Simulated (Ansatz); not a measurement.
# GeH7NSi: up Jacob's ladder to CCSD(T)

How much do the methods differ for GeH7NSi? The plan is to run it at one geometry with functionals of several rungs and with coupled cluster, and see how far each lands from CCSD(T) at the basis-set limit for the atomisation energy.

The runs use Ansatz 0.2.0, Gaussian basis; functionals in def2-TZVPP, the program's frozen cores in correlated methods.

Levels to be run: LDA (SPW92), PBE-D4, revPBE-D4, BLYP-D4, r2SCAN-D4, B97M-V, PBE0-D4, B3LYP-D4, r2SCANh-D4, r2SCAN0-D4, HSE06-D4, BHLYP-D4, CAM-B3LYP-D4, LC-ωPBE, ωB97X-V, ωB97M-V, B2PLYP, PBE-QIDH; CCSD(T)/def2-SVP; CCSD(T)/def2-TZVPP; MP2/def2-QZVPP; extrapolation to the limit; RPA on PBE.

**1. The geometry**

The geometry comes from an earlier relaxation with PBE0-D4 in a triple-zeta def2 set; it is a stationary point, not always the lowest conformer.

SMILES `N[SiH2][GeH3]`, 10 atoms, charge 0, spin multiplicity 1.

Atoms are counted from 1 here; the program's logs count them from 0.

Bond lengths: N1–Si2 1.723 Å, N1–H4 1.007 Å, N1–H5 1.008 Å, Si2–Ge3 2.379 Å, Si2–H6 1.487 Å, Si2–H7 1.496 Å, Ge3–H8 1.542 Å, Ge3–H9 1.538 Å, Ge3–H10 1.539 Å. Angles: Si2–N1–H4 119.8°, Si2–N1–H5 119.6°, H4–N1–H5 110.8°, N1–Si2–Ge3 108.4°, N1–Si2–H6 107.4°, N1–Si2–H7 115.7°, Ge3–Si2–H6 110.7°, Ge3–Si2–H7 107.9°, H6–Si2–H7 106.7°, Si2–Ge3–H8 110.4°, Si2–Ge3–H9 111.7°, Si2–Ge3–H10 111.0°, H8–Ge3–H9 107.7°, H8–Ge3–H10 107.6°, H9–Ge3–H10 108.4°.

**2. LDA**

This LDA is Slater exchange with PW92 correlation.

in.yaml

```yaml
crystal:
  periodic: [false, false, false]
  atoms:
    - {symbol: N, position_ang: [-1.527365, 0.524901, -0.780940]}
    - {symbol: Si, position_ang: [0.132513, 0.793358, -0.405774]}
    - {symbol: Ge, position_ang: [0.892585, -0.998424, 0.961775]}
    - {symbol: H, position_ang: [-1.819000, -0.364501, -1.153108]}
    - {symbol: H, position_ang: [-2.077401, 1.273325, -1.171901]}
    - {symbol: H, position_ang: [0.220210, 2.085428, 0.325748]}
    - {symbol: H, position_ang: [1.053761, 0.900133, -1.579815]}
    - {symbol: H, position_ang: [0.601844, -2.351616, 0.282978]}
    - {symbol: H, position_ang: [0.194158, -1.002799, 2.332003]}
    - {symbol: H, position_ang: [2.411795, -0.910906, 1.191933]}
basis:
  gaussian: {orbitals: def2-TZVPP}
hamiltonian: {xc: lda}
output: {orbitals: {seedname: orbitals}}
```

The run is started by

```console
> ansatz run in.yaml --threads 2 --pin off --events-out ev --progress --plain --max-ram 4352MiB
```

Further steps of the session: PBE-D4 (GGA); revPBE-D4 (GGA); BLYP-D4 (GGA); r2SCAN-D4 (meta-GGA); B97M-V (meta-GGA); PBE0-D4 (hybrid); B3LYP-D4 (hybrid); r2SCANh-D4 (hybrid); r2SCAN0-D4 (hybrid); HSE06-D4 (hybrid); BHLYP-D4 (hybrid); CAM-B3LYP-D4 (range-separated); LC-ωPBE (range-separated); ωB97X-V (range-separated); ωB97M-V (range-separated); B2PLYP (double hybrid); PBE-QIDH (double hybrid); CCSD(T) in def2-SVP; CCSD(T) in def2-TZVPP; MP2 in def2-QZVPP; RPA on PBE orbitals.

Q: Predict the results of all the runs planned. Wanted: atomisation energy, CCSD(T)/CBS; farthest beyond LDA; mean size of error, GGA; mean size of error, meta-GGA; mean size of error, hybrid; mean size of error, range-separated; mean size of error, double hybrid; gap, smallest and largest; T1 diagnostic.

**Answer**, as computed:

```
                               quantity                                                                value
        atomisation energy, CCSD(T)/CBS                                                        2958.2 kJ/mol
 functionals within 29.6 kJ/mol (1.0 %)  PBE-D4, r2SCAN-D4, B97M-V, B3LYP-D4, CAM-B3LYP-D4, ωB97X-V, ωB97M-V
                    farthest beyond LDA                                             revPBE-D4 (-82.5 kJ/mol)
                mean size of error, GGA                                                          49.6 kJ/mol
           mean size of error, meta-GGA                                                          16.9 kJ/mol
             mean size of error, hybrid                                                          43.1 kJ/mol
    mean size of error, range-separated                                                          20.7 kJ/mol
      mean size of error, double hybrid                                                          55.7 kJ/mol
              gap, smallest and largest                            5.10 eV (LDA (SPW92)), 12.14 eV (LC-ωPBE)
                          T1 diagnostic                                                               0.0114
triples share of the correlation energy                                                                3.3 %
```

In words: LDA overbinds by 338.3 kJ/mol (11 %). PBE-D4 is off by -29.1 kJ/mol. Double hybrids carry the basis error of their MP2 part in triple zeta, and no dispersion term here, so their miss is partly the set-up's. The rungs meta-GGA, range-separated miss on average by less than the doubt on the reference (29.6 kJ/mol), so they tie. The reference freezes the cores and leaves out relativity and excitations past (T), and its outer-core shells are covered unevenly, so misses under about 29.6 kJ/mol can't be ranked. Hartree-Fock recovers 72 % of the binding; the rest is correlation. CCSD(T) in def2-SVP is off by -233.2 kJ/mol, worse than the median functional, from the basis alone. The gap grows from 5.1 to 12.1 eV across the functionals, mostly with the share of exact exchange. Correlated methods include outer-core shells of Ge, which these sets cover unevenly.
